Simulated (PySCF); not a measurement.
C2GeFH3, in a box:

```
C Ge F H
1.0
    14.00000    0.00000    0.00000
     0.00000   13.00000    0.00000
     0.00000    0.00000   12.00000
C Ge F H
2 1 1 3
Direct
  0.59711 0.42657 0.58220
  0.53022 0.47365 0.54498
  0.42677 0.55077 0.48770
  0.34581 0.46296 0.43305
  0.65605 0.38431 0.61494
  0.37458 0.60818 0.58085
  0.45881 0.61892 0.39072
```

Program: PySCF 2.14.0. Alike in all runs: task atomic charges; potentials or basis pob-tzvp-rev2 (all-electron); no spin polarisation; cell as given; k mesh 1 × 1 × 1; smearing fixed.

Question: Order these runs on this cell by their band gap on the k mesh, lowest first.
A. level PBE50; exxdiv ewald
B. level X3LYP; exxdiv ewald
C. level RPBE+D3(BJ); three-body dispersion term no

Answer: C (5.87 eV), B (7.75 eV), A (10.36 eV).

Caveats: this is a molecule in a periodic box at the Γ point, so its band gap is the HOMO-LUMO gap; relativity is left out, which matters for the heavier elements; the basis of atomic orbitals isn't converged, which shifts pressures, moduli and gaps; this basis is made for solids and lacks diffuse functions, so gaps of a molecule come out too wide by an eV or more.

Runs at the PBE level aren't shown here.
